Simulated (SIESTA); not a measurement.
TiCo under changes of volume

One of the cells (13.580 Å³/atom); the others are scaled copies at fixed shape and fractional positions:

```
Co Ti
1.0
     3.00589    0.00000    0.00000
     0.00000    3.00589    0.00000
     0.00000    0.00000    3.00589
Co Ti
1 1
Direct
  0.50000 0.50000 0.50000
  0.00000 0.00000 0.00000
```

The cell comes from a database or a generator and needn't be the stable form of this composition.

```yaml
Program: SIESTA 5.4.2
Functional: PBEsol
Potentials_or_basis: PseudoDojo 0.4 standard (PBEsol files)
Basis: DZP (energy shift 0.003 Ry; two zetas on semicore shells)
Grid_cutoff: 800 Ry
Energy_shift: 0.003 Ry
k_mesh: 9 × 9 × 9
Occupations: fermi-dirac, width 0.05 eV
Spin: collinear spin, ferromagnetic start
Starting_moments: "[2.0, 1.0] μB"
```

```tsv
volume (Å³/atom)	energy over the lowest point (meV/atom)	pressure (GPa)	moment (μB per cell)
12.515	0.00	1.9	0.55
12.781	0.90	-2.6	0.59
13.047	8.68	-6.3	0.63
13.580	39.63	-12.1	0.72
13.846	62.27	-14.9	0.77
14.112	?	?	?
```

What does the run at 14.112 Å³/atom give?

Energy over the lowest point 88.74 meV/atom; pressure -16.9 GPa; moment 0.81 μB per cell.

Worked out: A Birch-Murnaghan fit of order 3 (a polynomial in V^(-2/3)) to the other rows has its minimum at 12.60 Å³/atom with B0 = V·E''(V) = 196 GPa and B' = 4.7. It gives 88.66 meV/atom at 14.112 Å³/atom, against the run's 88.74, and -dE/dV = -17.0 GPa, against -16.9. A straight line through the other rows of the moment, of slope 0.165 μB per Å³/atom, extrapolates to 0.81 μB, against the run's 0.81.

Energies are extrapolated to zero smearing.

Caveats: short orbitals over semicore shells can move pressures by several GPa; the basis of atomic orbitals isn't converged, which shifts pressures, moduli and gaps.
